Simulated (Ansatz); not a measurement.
**CH6Cl2SSi2: one species, many methods**

The task here is to estimate one member of a computed series from the others.

The runs use Ansatz 0.2.0, Gaussian basis; functionals in def2-TZVPP, the program's frozen cores in correlated methods.

Plan: PBE-D4, r2SCAN-D4, PBE0-D4, B3LYP-D4, ωB97X-V, ωB97M-V, B2PLYP; CCSD(T)/def2-TZVPP; MP2/def2-QZVPP; extrapolation to the limit.

### The geometry

The geometry comes from an earlier relaxation with PBE0-D4 in a triple-zeta def2 set; it is a stationary point, not always the lowest conformer.

SMILES `C[SiH2]S[SiH](Cl)Cl`, 12 atoms, charge 0, spin multiplicity 1.

Atoms are counted from 1 here; the program's logs count them from 0.

Bond lengths: C1–Si2 1.860 Å, C1–H7 1.094 Å, C1–H8 1.091 Å, C1–H9 1.091 Å, Si2–S3 2.163 Å, Si2–H10 1.483 Å, Si2–H11 1.485 Å, S3–Si4 2.101 Å, Si4–Cl5 2.047 Å, Si4–Cl6 2.047 Å, Si4–H12 1.473 Å. Angles: Si2–C1–H7 109.1°, Si2–C1–H8 110.9°, Si2–C1–H9 111.4°, H7–C1–H8 108.6°, H7–C1–H9 108.2°, H8–C1–H9 108.5°, C1–Si2–S3 113.3°, C1–Si2–H10 111.5°, C1–Si2–H11 111.5°, S3–Si2–H10 109.0°, S3–Si2–H11 101.8°, H10–Si2–H11 109.3°, Si2–S3–Si4 102.4°, S3–Si4–Cl5 112.2°, S3–Si4–Cl6 112.4°, S3–Si4–H12 108.5°, Cl5–Si4–Cl6 107.1°, Cl5–Si4–H12 108.8° and more.

Coordinates:

```xyz
12
charge 0, multiplicity 1
C    -1.0761   -1.2855   -0.3505
Si   -0.1698   -0.0639   -1.4205
S     1.7449    0.5285   -0.6070
Si    1.2387    1.1521    1.3342
Cl   -0.5111    2.2143    1.3738
Cl    1.0167   -0.4214    2.6251
H    -1.9693   -1.6309   -0.8791
H    -0.4479   -2.1495   -0.1271
H    -1.3911   -0.8341    0.5917
H    -0.9841    1.1498   -1.6700
H     0.2254   -0.6645   -2.7193
H     2.3237    2.0051    1.8487
```

Set-up of the first run:

in.yaml

```yaml
crystal:
  periodic: [false, false, false]
  atoms:
    - {symbol: C, position_ang: [-1.076141, -1.285545, -0.350522]}
    - {symbol: Si, position_ang: [-0.169774, -0.063857, -1.420480]}
    - {symbol: S, position_ang: [1.744924, 0.528487, -0.606970]}
    - {symbol: Si, position_ang: [1.238674, 1.152121, 1.334202]}
    - {symbol: Cl, position_ang: [-0.511101, 2.214263, 1.373804]}
    - {symbol: Cl, position_ang: [1.016700, -0.421352, 2.625114]}
    - {symbol: H, position_ang: [-1.969296, -1.630925, -0.879148]}
    - {symbol: H, position_ang: [-0.447900, -2.149535, -0.127090]}
    - {symbol: H, position_ang: [-1.391066, -0.834093, 0.591654]}
    - {symbol: H, position_ang: [-0.984124, 1.149847, -1.669952]}
    - {symbol: H, position_ang: [0.225424, -0.664500, -2.719296]}
    - {symbol: H, position_ang: [2.323671, 2.005079, 1.848686]}
basis:
  gaussian: {orbitals: def2-TZVPP}
hamiltonian: {xc: pbe, dispersion: d4}
output: {forces: true, orbitals: {seedname: orbitals}}
```

Started as:

```console
ansatz run in.yaml --threads 2 --pin off --events-out ev --progress --plain --max-ram 22528MiB --backend cuda --devices 0, --max-vram 18GiB
```

Steps of the session up to this table: PBE-D4 (GGA); r2SCAN-D4 (meta-GGA); PBE0-D4 (hybrid); B3LYP-D4 (hybrid); ωB97X-V (range-separated); ωB97M-V (range-separated); B2PLYP (double hybrid); CCSD(T) in def2-TZVPP; MP2 in def2-QZVPP.

One table of the session follows, with a row left open; its other results are not shown here.

```
            method  atomisation energy (kJ/mol)
            PBE-D4                       4087.5
         r2SCAN-D4                       4087.6
           PBE0-D4                       4062.4
          B3LYP-D4                       4034.9
           ωB97X-V                            ?
           ωB97M-V                       4090.6
            B2PLYP                       3984.3
     HF/def2-TZVPP                       3056.6
    MP2/def2-TZVPP                       4012.3
   CCSD/def2-TZVPP                       3885.9
CCSD(T)/def2-TZVPP                       3946.8
           MP2/CBS                       4137.2
       CCSD(T)/CBS                       4071.7
```

Q: Estimate the row for ωB97X-V from the others.

As computed: atomisation energy (kJ/mol): 4095.6. In the column «atomisation energy (kJ/mol)» it lies between ωB97M-V (4090.6) and MP2/CBS (4137.2).

Limits of these values: Free atoms (1 C, 2 Si, 1 S, 2 Cl, 6 H) were run apart at each level; the atomisation energy is their sum less the molecule, without zero-point or spin-orbit terms.
